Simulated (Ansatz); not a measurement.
Working through vertical and adiabatic energies of changing the electron count of F2Ge, SMILES [F][Ge][F]

Program: Ansatz 0.2.0, Python API.

At the Python prompt:
```pycon
>>> import itertools
>>> import ansatz as az
>>> from ase.data import atomic_numbers, covalent_radii
>>> import numpy as np
>>> geometry = (
...     az.Crystal.molecule()
...     .atom('F', (-0.6622, -1.2393, -0.5053))
...     .atom('Ge', (0.5478, -0.2678, 0.2736))
...     .atom('F', (0.1035, 1.4423, 0.2185))
... )
>>> job = geometry.calculation()
>>> job = job.basis(gaussian='def2-SVP')
>>> job = job.functional('cam_b3lyp')
>>> symbols = [site.symbol for site in geometry.cartesian_sites]
>>> start = np.array([site.position_ang for site in geometry.cartesian_sites], dtype=float)
>>> report = job.relax(force_tolerance=0.01, max_steps=100).run().report
>>> end = np.array(report['positions_ang'])
>>> minimum = az.Crystal.molecule()
>>> for symbol, place in zip(symbols, end):
...     minimum = minimum.atom(symbol, place.tolist())
...
>>> ion = (
...     minimum.calculation()
...     .basis(gaussian='def2-SVP')
...     .functional('cam_b3lyp')
...     .charge(1)
...     .spin('collinear', total=1)
... )
>>> vertical = ion.run().report
>>> settled = ion.relax(force_tolerance=0.01, max_steps=80).run().report
>>> print(f'vertical ionisation energy   {vertical["free_energy_ev"] - report["free_energy_ev"]:.3f} eV')
vertical ionisation energy   11.708 eV
>>> print(f'adiabatic, no zero point     {settled["free_energy_ev"] - report["free_energy_ev"]:.3f} eV')
adiabatic, no zero point     11.421 eV
>>> print(f'relaxation energy of the ion {vertical["free_energy_ev"] - settled["free_energy_ev"]:.3f} eV')
relaxation energy of the ion 0.287 eV
>>> ionised = np.array(settled['positions_ang'])
>>> radius = [covalent_radii[atomic_numbers[s]] for s in symbols]
>>> span = lambda where, i, j: np.linalg.norm(where[i] - where[j])
>>> bonded = [(i, j) for i, j in itertools.combinations(range(len(symbols)), 2) if min(span(end, i, j), span(ionised, i, j)) < 1.2 * (radius[i] + radius[j])]
>>> print('pair        before    after (A)')
pair        before    after (A)
>>> for i, j in bonded:
...     print(f'{symbols[i]}{i}-{symbols[j]}{j}'.ljust(10), f'{span(end, i, j):8.4f} {span(ionised, i, j):8.4f}')
...
F0-Ge1       1.7410   1.6871
Ge1-F2       1.7410   1.6871
```

The energies are electronic: no zero-point or thermal terms, and the basis set is short of its limit. The product may relax into another structure. Each relaxation finds its nearest minimum, which needn't be the lowest. Hardware and time: 28 s on 1 thread of Arm Neoverse V2, on a shared host, peak memory 0.24 GiB.
